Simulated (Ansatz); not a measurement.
# LaTl3: the cost of one run

Computed with Ansatz 0.2.0 (DFT PBEsol, scalar-relativistic, plane waves, PAW).

## (1) Starting point

The structure is cubic, space group Pm-3m (No. 221). The conventional cell has a = 4.902 Å, b = 4.902 Å, c = 4.902 Å, α = 90.00°, β = 90.00°, γ = 90.00°. La (site symmetry m-3m) is surrounded by 12 Tl at 3.47 Å. Around Tl (site symmetry 4/mmm) lie 4 La at 3.47 Å and 8 Tl at 3.47 Å.

Coordinates:

```xyz
4
Lattice="4.9018 0.0000 0.0000 0.0000 4.9018 0.0000 0.0000 0.0000 4.9018" Properties=species:S:1:pos:R:3 pbc="T T T"
La    0.0000    0.0000    0.0000
Tl    0.0000    2.4509    2.4509
Tl    2.4509    0.0000    2.4509
Tl    2.4509    2.4509    0.0000
```

This cell was relaxed beforehand with the same method: volume 29.44 Å³/atom, gap on the mesh none (metal).

## (2) Relaxing with PBEsol

Contents of input.yaml:

```yaml
crystal:
  lattice:
    - [4.9017661918, 0.0, 0.0]
    - [0.0, 4.9017661918, 0.0]
    - [0.0, 0.0, 4.9017661918]
  atoms:
    - { symbol: La, position: [0.0, 0.0, 0.0] }
    - { symbol: Tl, position: [0.0, 0.5, 0.5] }
    - { symbol: Tl, position: [0.5, 0.0, 0.5] }
    - { symbol: Tl, position: [0.5, 0.5, 0.0] }
basis:
  ecutwfc: 420
kpoints:
  mp_grid: { grid: [10, 10, 10] }
hamiltonian:
  xc: pbesol
scf:
  occupations: { method: gaussian, width: 0.1 }
output:
  forces: true
  stress: true
  eigenvalues: true
relax:
  adjacent_minimum: "off"
  f_tol: 0.005
  max_steps: 50
  cell: { stress_tol: 0.05 }
```

Started as:

```
$ ansatz run input.yaml --threads 2 --pin off --max-ram 5120MiB --backend cpu --events-out ev --progress --plain --runs-dir out
```

What time and memory should one allow on 2 threads of an x86-64 CPU, shared host?

About 59 s, with a peak of 0.53 GiB.
